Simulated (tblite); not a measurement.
# B3H6N3O2Si: the cost of one run

Programs: tblite 0.8.0 and PySCF 2.14.0. All values are calculated, for the isolated system unless a continuum is named. Atoms count from 0, parts from 1.

## 1. Starting point

15 atoms, charge 0, multiplicity 1; geometry: distance geometry start.

## 2. Relaxing the cluster with GFN2-xTB

Job settings and geometry (Å):

```
{"job": {"kind": "relax", "xc": "GFN2-xTB", "basis": "xTB"}, "charge": 0, "multiplicity": 1}
N      0.209729    -0.856226    -0.084067
B     -1.100445    -1.359343     0.559017
N     -2.343059    -0.527000     0.314010
B     -2.045459     0.918108     0.077634
N     -0.771679     1.456472     0.749829
B      0.420392     0.578830     0.385395
O      1.672897     1.294958     0.156001
Si     2.881641     0.315839    -0.567768
O      3.682750    -0.591473     0.644561
H      0.974863    -1.479091     0.134008
H     -0.942706    -1.852766     1.626062
H     -3.038023    -0.962949    -0.289131
H     -2.976423     1.672430     0.081718
H     -0.919958     1.279688     1.772165
H      4.251100     0.073094     1.150734
```

Method: GFN2-xTB geometry optimisation, gas phase.

The run is started by

```sh
$ OMP_NUM_THREADS=1 python cluster_run.py task.json out
```

One launch serves the whole session: the jobs run in the order shown.

Q: Estimate the wall time of this first job on 1 thread of Arm Neoverse V1, shared host.

About 3.6 s.
